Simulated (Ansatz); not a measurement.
# AlCd: the cost of one run

Method: DFT PBE, scalar-relativistic, plane waves, PAW, in Ansatz 0.2.0.

1 further run of the same task is left out (it didn't finish).

### 1 The structure to begin with

Symmetry: P6/mmm, No. 191, hexagonal system. Conventional cell: a = 4.803 Å, b = 4.803 Å, c = 16.000 Å, α = 90.00°, β = 90.00°, γ = 120.00°. Around Al (site symmetry 6mm) lie 1 Al at 1.89 Å. Cd (site symmetry -6m2) has 3 Cd at 2.77 Å and 6 Al at 2.93 Å as nearest neighbours.

Coordinates:

```xyz
4
Lattice="4.8028 0.0000 0.0000 -2.4014 4.1593 0.0000 0.0000 0.0000 16.0000" Properties=species:S:1:pos:R:3 pbc="T T F"
Al    0.0000    0.0000    7.0568
Al    0.0000    0.0000    8.9432
Cd    0.0000    2.7729    8.0000
Cd    2.4014    1.3864    8.0000
```

Recipe of the guess: random sheet by layer group and Wyckoff sites. Its size is a rough estimate.

Only a and b are periodic; c spans vacuum, so the box's volume, pressure and space group aren't properties of the sheet.

### 2 A first look at the guess

Contents of input.yaml:

```yaml
crystal:
  lattice:
    - [4.802771, 0.0, 0.0]
    - [-2.401386, 4.159322, 0.0]
    - [0.0, 0.0, 16.0]
  atoms:
    - { symbol: Al, position: [0.0, 0.0, 0.44104688] }
    - { symbol: Al, position: [0.0, 0.0, 0.55895312] }
    - { symbol: Cd, position: [0.33333333, 0.66666667, 0.5] }
    - { symbol: Cd, position: [0.66666667, 0.33333333, 0.5] }
  periodic: [true, true, false]
basis:
  ecutwfc: 420
kpoints:
  mp_grid: { grid: [6, 6, 1] }
hamiltonian:
  xc: pbe
scf:
  occupations: { method: gaussian, width: 0.1 }
  lower_state_search: "off"
output:
  forces: true
  stress: true
  eigenvalues: true
```

Command:

```
$ ansatz run input.yaml --threads 1 --pin off --max-ram 2048MiB --backend cpu --events-out ev --progress --plain --runs-dir out
```

**Question.** How long does this run take on 1 thread of AMD EPYC 7R13 (Zen 3), shared host, and how much memory does it need?

About 6.5 s, with a peak of 0.68 GiB.
